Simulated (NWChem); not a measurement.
**One shape, several levels: CH4BFSe (SMILES C[Se]BF)**

We compute a comparison of 4 runs (HF/STO-3G, HF/3-21G, B3LYP/6-31G*) of CH4BFSe. 

Program for the calculation: NWChem 7.3.0.

**1. Starting point**

CH4BFSe: 8 atoms, total charge 0, spin state singlet. SMILES: `C[Se]BF`. Geometry: relaxed at PBE0-D4/def2-TZVP. This is one conformer, not always the lowest.

Bond lengths: C1–Se2 1.951 Å, Se2–B3 1.922 Å, B3–F4 1.322 Å, C1–H5 1.088 Å, C1–H6 1.088 Å, C1–H7 1.088 Å, B3–H8 1.198 Å. Angles: C1–Se2–B3 98.6°, Se2–B3–F4 119.1°, Se2–C1–H5 109.1°, Se2–C1–H6 108.7°, Se2–C1–H7 108.8°, Se2–B3–H8 121.2°, F4–B3–H8 119.7°, H5–C1–H6 110.1°, H5–C1–H7 110.1°, H6–C1–H7 110.1°.

**2. Energy and forces at HF/STO-3G (run 1)**

Input file run.py:

```python
from ase import Atoms
from ase.calculators.nwchem import NWChem

molecule = Atoms(['C', 'Se', 'B', 'F', 'H', 'H', 'H', 'H'], positions=[
    [-0.616800, 1.012200, -0.552300],
    [0.736900, 0.681100, 0.812600],
    [0.806100, -1.235400, 0.688400],
    [1.634200, -1.902200, 1.474400],
    [-0.942100, 0.061000, -0.968400],
    [-1.457800, 1.525900, -0.092200],
    [-0.182300, 1.632700, -1.332700],
    [0.114100, -1.832300, -0.085600],
])

calc = NWChem(
    label='test',
    theory='scf',
    memory='2200 mb',
    basis='STO-3G',
    basispar='spherical bse',
    scf={'nopen': '0', 'rhf': None, 'thresh': '1e-08', 'maxiter': '80'},
)
molecule.calc = calc

forces = molecule.get_forces()
e = molecule.get_potential_energy()
print(f"E = {e:.6f} eV")
print("forces (eV/A):")
for s, f in zip(molecule.symbols, forces):
    print(f"{s:2s} {f[0]:10.5f} {f[1]:10.5f} {f[2]:10.5f}")
print("dipole (e A):", molecule.get_dipole_moment().round(4))
```

Launch:

```
$ export ASE_NWCHEM_COMMAND="nwchem PREFIX.nwi > PREFIX.nwo"
$ python run.py
```

Output:

```text
E = -69002.189736 eV
forces (eV/A):
C     0.45951   -0.11488    0.46948
Se   -0.31249   -0.13431   -0.33697
B     0.48856   -0.95007    0.40793
F    -0.90467    0.48671   -0.88348
H    -0.08243    0.30725   -0.05934
H     0.02242   -0.04890   -0.27711
H    -0.27089   -0.07425    0.00802
H     0.59999    0.52846    0.67147
dipole (e A): [-0.2286 -0.0735 -0.2435]
```

The calculator wrote test.nwi:

```
title "test"

permanent_dir test

scratch_dir test

start test

geometry units angstrom nocenter noautosym noautoz
  C  -6.1680000000000001e-01 1.0122000000000000e+00 -5.5230000000000001e-01
  Se 7.3690000000000000e-01 6.8110000000000004e-01 8.1259999999999999e-01
  B  8.0610000000000004e-01 -1.2354000000000001e+00 6.8840000000000001e-01
  F  1.6342000000000001e+00 -1.9021999999999999e+00 1.4743999999999999e+00
  H  -9.4210000000000005e-01 6.0999999999999999e-02 -9.6840000000000004e-01
  H  -1.4578000000000000e+00 1.5259000000000000e+00 -9.2200000000000004e-02
  H  -1.8229999999999999e-01 1.6327000000000000e+00 -1.3327000000000000e+00
  H  1.1409999999999999e-01 -1.8323000000000000e+00 -8.5599999999999996e-02
end

memory 2200 mb

basis spherical bse noprint
   * library STO-3G
end

scf
  nopen 0
  rhf
  thresh 1e-08
  maxiter 80
end

task scf gradient
```

test.nwo, cut to the lines that bear on the results:

```text
[...]
      One-electron energy =  -4026.358768713891
[... 1 line left out ...]
 Nuclear repulsion energy =    239.058314408697
[... 45 lines left out ...]
                       ROHF Final Molecular Orbital Analysis
[... 176 lines left out ...]
     1   1 0 0     -0.431910      0.000000     71.099051
[...]
  wavefunction    =   RHF
                         RHF ENERGY GRADIENTS
    atom               coordinates                        gradient
                 x          y          z           x          y          z
   1 C      -1.165583   1.912781  -1.043696   -0.008936   0.002234  -0.009130
   2 Se      1.392539   1.287092   1.535591    0.006077   0.002612   0.006553
   3 B       1.523308  -2.334567   1.300887   -0.009501   0.018476  -0.007933
[... 4 lines of this table left out ...]
   8 H       0.215618  -3.462545  -0.161761   -0.011668  -0.010277  -0.013058
[...]
```

Wall time 5.1 s (1 thread of Intel Xeon Platinum 8252C at 3.80GHz (Skylake/Cascade Lake), shared host); peak memory 0.1 GiB.

**3. Energy and forces at HF/3-21G (run 2)**

Input file mol.nw:

```
start mol
title "CH4BFSe hf"
memory total 2200 mb

geometry noautosym nocenter noautoz
 C       -0.616800       1.012200      -0.552300
 Se       0.736900       0.681100       0.812600
 B        0.806100      -1.235400       0.688400
 F        1.634200      -1.902200       1.474400
 H       -0.942100       0.061000      -0.968400
 H       -1.457800       1.525900      -0.092200
 H       -0.182300       1.632700      -1.332700
 H        0.114100      -1.832300      -0.085600
end

basis spherical bse
 C library 3-21G
 Se library 3-21G
 B library 3-21G
 F library 3-21G
 H library 3-21G
end

scf
 thresh 1e-08
 maxiter 80
end

task scf gradient
```

Launch:

```
$ nwchem mol.nw > mol.out
```

Output:

```text
[...]
  functions       =    57
[...]
  wavefunction    = RHF
[...]
         Total SCF energy =  -2551.977635441537
      One-electron energy =  -4032.318833275027
      Two-electron energy =   1241.282883424793
 Nuclear repulsion energy =    239.058314408698
        Time for solution =      3.6s
[...]
                         RHF ENERGY GRADIENTS
    atom               coordinates                        gradient
                 x          y          z           x          y          z
   1 C      -1.165583   1.912781  -1.043696    0.010547  -0.004010   0.010467
   2 Se      1.392539   1.287092   1.535591   -0.007904  -0.007563  -0.008918
   3 B       1.523308  -2.334567   1.300887    0.019444  -0.000340   0.019999
   4 F       3.088190  -3.594637   2.786212   -0.016226   0.014955  -0.015207
   5 H      -1.780311   0.115273  -1.830011   -0.000180  -0.007135  -0.000794
   6 H      -2.754843   2.883533  -0.174233   -0.004639   0.003445   0.004431
   7 H      -0.344497   3.085356  -2.518438    0.004226   0.004188  -0.004196
   8 H       0.215618  -3.462545  -0.161761   -0.005268  -0.003540  -0.005783
[...]
```

It took 5.7 s on 1 thread of Intel Xeon Platinum 8252C at 3.80GHz (Skylake/Cascade Lake), shared host; peak memory 0.099 GiB.

Run 3 isn't shown in full; the table further down has it.

**4. Energy and forces at B3LYP/6-31G(d) (Cartesian functions) (run 4)**

Input file run.py:

```python
from ase import Atoms
from ase.calculators.nwchem import NWChem

system = Atoms('CSeBFHHHH', positions=[
    [-0.616800, 1.012200, -0.552300],
    [0.736900, 0.681100, 0.812600],
    [0.806100, -1.235400, 0.688400],
    [1.634200, -1.902200, 1.474400],
    [-0.942100, 0.061000, -0.968400],
    [-1.457800, 1.525900, -0.092200],
    [-0.182300, 1.632700, -1.332700],
    [0.114100, -1.832300, -0.085600],
])

calc = NWChem(
    label='geom',
    theory='dft',
    memory='2200 mb',
    basis='6-31G*',
    dft={'xc': 'b3lyp', 'mult': '1', 'grid': 'xfine', 'convergence': 'energy 1e-08', 'iterations': '100', 'mulliken': None},
)
system.calc = calc

forces = system.get_forces()
print("Total energy (eV):", round(system.get_potential_energy(), 6))
print("forces (eV/A):")
for s, f in zip(system.symbols, forces):
    print(f"{s:2s} {f[0]:10.5f} {f[1]:10.5f} {f[2]:10.5f}")
print("dipole (e A):", system.get_dipole_moment().round(4))
```

Launch:

```
$ export ASE_NWCHEM_COMMAND="nwchem PREFIX.nwi > PREFIX.nwo"
$ python run.py
```

Output:

```text
Total energy (eV): -69840.04165
forces (eV/A):
C    -0.24163    0.07281   -0.24102
Se    0.36186    0.25798    0.39934
B    -0.12902   -0.27243   -0.16003
F     0.14830   -0.12346    0.14028
H    -0.06639   -0.05250   -0.07348
H    -0.10002    0.05055    0.00674
H     0.00473    0.05955   -0.09529
H     0.02216    0.00746    0.02350
dipole (e A): [-0.2899  0.1215 -0.2871]
```

The calculator wrote geom.nwi:

```
title "geom"

permanent_dir geom

scratch_dir geom

start geom

geometry units angstrom nocenter noautosym noautoz
  C  -6.1680000000000001e-01 1.0122000000000000e+00 -5.5230000000000001e-01
  Se 7.3690000000000000e-01 6.8110000000000004e-01 8.1259999999999999e-01
  B  8.0610000000000004e-01 -1.2354000000000001e+00 6.8840000000000001e-01
  F  1.6342000000000001e+00 -1.9021999999999999e+00 1.4743999999999999e+00
  H  -9.4210000000000005e-01 6.0999999999999999e-02 -9.6840000000000004e-01
  H  -1.4578000000000000e+00 1.5259000000000000e+00 -9.2200000000000004e-02
  H  -1.8229999999999999e-01 1.6327000000000000e+00 -1.3327000000000000e+00
  H  1.1409999999999999e-01 -1.8323000000000000e+00 -8.5599999999999996e-02
end

memory 2200 mb

basis noprint
   * library 6-31G*
end

dft
  xc b3lyp
  mult 1
  grid xfine
  convergence energy 1e-08
  iterations 100
  mulliken
end

task dft gradient
```

geom.nwo, cut to the lines that bear on the results:

```text
[...]
         Total DFT energy =    -2566.574212245274
[...]
  wavefunction    = closed shell
                         DFT ENERGY GRADIENTS
    atom               coordinates                        gradient
                 x          y          z           x          y          z
   1 C      -1.165583   1.912781  -1.043696    0.004699  -0.001416   0.004687
   2 Se      1.392539   1.287092   1.535591   -0.007037  -0.005017  -0.007766
   3 B       1.523308  -2.334567   1.300887    0.002509   0.005298   0.003112
[... 4 lines of this table left out ...]
   8 H       0.215618  -3.462545  -0.161761   -0.000431  -0.000145  -0.000457
[...]
```

Run time: 46 s. Hardware: 1 thread of Intel Xeon Platinum 8252C at 3.80GHz (Skylake/Cascade Lake), shared host; peak memory 0.14 GiB.

**5. All runs side by side**

| run | level | iteration cap | module | energy (Eh) | dipole moment (D) | HOMO energy (eV) | LUMO energy (eV) | wall time |
| --- | --- | --- | --- | --- | --- | --- | --- | --- |
| 1 | HF/STO-3G | 80 | scf | -2535.783722 | 1.64 | -7.37 | 7.51 | 5.1 s |
| 2 | HF/3-21G | 80 | scf | -2551.977635 | 2.36 | -9.61 | 3.33 | 5.7 s |
| 3 | B3LYP/6-31G* (spherical functions) | 100 | dft | -2566.564464 | 2.04 | -6.81 | -0.35 | 37 s |
| 4 | B3LYP/6-31G* (Cartesian functions) | 100 | dft | -2566.574212 | 2.04 | -6.81 | -0.36 | 46 s |

**6. Outcome**

| quantity | value |
| --- | --- |
| run 4: total energy | -2566.57421 Eh |
| run 4: dipole moment | 2.04 D |
| run 4: HOMO energy | -6.81 eV |
| run 4: LUMO energy | -0.36 eV |
| run 4: HOMO–LUMO gap | 6.46 eV |
| run 4: largest force on an atom | 0.597 eV/Å |

**Reading.** The dipole moment (its size) runs from 1.64 D (HF/STO-3G) to 2.36 D (HF/3-21G). The HOMO–LUMO gap runs from 6.46 eV (B3LYP/6-31G*) to 14.87 eV (HF/STO-3G). The two ends differ in method and basis. In run 1 the basis is minimal, so the values are rough. All runs together took 94 s, the longest 46 s.
